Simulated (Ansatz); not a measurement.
**GaH₁₈N₃Si₆: small, medium and large basis sets**

An exercise on one series of results from a longer session: the logs are not shown, and one member is left open.

Program: Ansatz 0.2.0, Gaussian basis. Level of theory: one geometry, several basis sets. These are calculated values, not measurements.

The runs, in order: PBE0-D4/def2-SVP; ωB97M-V/def2-SVP; PBE0-D4/def2-QZVPP; ωB97M-V/def2-QZVPP; the functionals' def2-TZVPP values are taken from earlier runs.

## Structure used throughout

The geometry comes from an earlier relaxation with PBE0-D4 in a triple-zeta def2 set; it is a stationary point, not always the lowest conformer.

28 atoms, charge 0, spin multiplicity 1.

Atoms are counted from 1 here; the program's logs count them from 0.

Bond lengths: Si1–N2 1.734 Å, Si1–H11 1.489 Å, Si1–H12 1.487 Å, Si1–H13 1.488 Å, N2–Si3 1.732 Å, N2–Ga4 1.844 Å, Si3–H14 1.489 Å, Si3–H15 1.488 Å, Si3–H16 1.487 Å, Ga4–N5 1.840 Å, Ga4–N8 1.844 Å, N5–Si6 1.735 Å, N5–Si7 1.735 Å, Si6–H17 1.487 Å, Si6–H18 1.486 Å, Si6–H19 1.489 Å, Si7–H20 1.489 Å, Si7–H21 1.487 Å and more. Angles: N2–Si1–H11 109.0°, N2–Si1–H12 109.2°, N2–Si1–H13 112.6°, H11–Si1–H12 109.6°, H11–Si1–H13 108.0°, H12–Si1–H13 108.4°, Si1–N2–Si3 119.0°, Si1–N2–Ga4 120.2°, Si3–N2–Ga4 120.9°, N2–Si3–H14 110.3°, N2–Si3–H15 108.6°, N2–Si3–H16 112.2°, H14–Si3–H15 108.8°, H14–Si3–H16 107.8°, H15–Si3–H16 109.1°, N2–Ga4–N5 120.7°, N2–Ga4–N8 118.5°, N5–Ga4–N8 120.8° and more.

Set-up of the first run:

The input, in.yaml:

```yaml
crystal:
  periodic: [false, false, false]
  atoms:
    - {symbol: Si, position_ang: [-0.280223, -2.582206, -1.662551]}
    - {symbol: N, position_ang: [-0.760375, -1.644089, -0.285838]}
    - {symbol: Si, position_ang: [-1.938276, -2.296360, 0.803944]}
    - {symbol: Ga, position_ang: [-0.013947, 0.015876, 0.010169]}
    - {symbol: N, position_ang: [-1.002480, 1.368039, 0.771479]}
    - {symbol: Si, position_ang: [-2.735936, 1.355758, 0.698349]}
    - {symbol: Si, position_ang: [-0.228966, 2.690491, 1.585674]}
    - {symbol: N, position_ang: [1.744108, 0.289082, -0.472893]}
    - {symbol: Si, position_ang: [2.886833, -1.011526, -0.376214]}
    - {symbol: Si, position_ang: [2.283061, 1.832769, -1.045234]}
    - {symbol: H, position_ang: [-1.470225, -3.294873, -2.203291]}
    - {symbol: H, position_ang: [0.273523, -1.675909, -2.703089]}
    - {symbol: H, position_ang: [0.751687, -3.600418, -1.327478]}
    - {symbol: H, position_ang: [-1.499068, -3.629164, 1.302852]}
    - {symbol: H, position_ang: [-2.076401, -1.373298, 1.962559]}
    - {symbol: H, position_ang: [-3.266144, -2.468393, 0.157190]}
    - {symbol: H, position_ang: [-3.349592, 1.117667, 2.031867]}
    - {symbol: H, position_ang: [-3.176833, 0.288457, -0.237294]}
    - {symbol: H, position_ang: [-3.224602, 2.671650, 0.200941]}
    - {symbol: H, position_ang: [-0.844737, 2.879203, 2.928440]}
    - {symbol: H, position_ang: [-0.370611, 3.967687, 0.837206]}
    - {symbol: H, position_ang: [1.215453, 2.382406, 1.752423]}
    - {symbol: H, position_ang: [2.410301, -2.010980, 0.616025]}
    - {symbol: H, position_ang: [4.203441, -0.467186, 0.055645]}
    - {symbol: H, position_ang: [3.079957, -1.699718, -1.681129]}
    - {symbol: H, position_ang: [2.937533, 1.689714, -2.375448]}
    - {symbol: H, position_ang: [3.263624, 2.462957, -0.121978]}
    - {symbol: H, position_ang: [1.102298, 2.726863, -1.185923]}
basis:
  gaussian: {orbitals: def2-SVP}
hamiltonian: {xc: pbe0, dispersion: d4}
output: {orbitals: {seedname: orbitals}}
```

Steps of the session up to this table: PBE0-D4 in def2-SVP; ωB97M-V in def2-SVP; PBE0-D4 in def2-QZVPP; ωB97M-V in def2-QZVPP.

One of the session's tables, all rows but one given; the rest of the session is left out.

It belongs to the step «Functionals by basis». 

| functional | basis | HOMO (eV) |
| --- | --- | --- |
| PBE0-D4 | def2-SVP | -7.62 |
| PBE0-D4 | def2-TZVPP | ? |
| PBE0-D4 | def2-QZVPP | -7.71 |
| ωB97M-V | def2-SVP | -9.83 |
| ωB97M-V | def2-TZVPP | -9.96 |
| ωB97M-V | def2-QZVPP | -9.97 |

**Question.** Estimate the row for PBE0-D4, def2-TZVPP.

The run gave: HOMO (eV): -7.70. In the column «HOMO (eV)» it lies between PBE0-D4, def2-QZVPP (-7.71) and PBE0-D4, def2-SVP (-7.62).
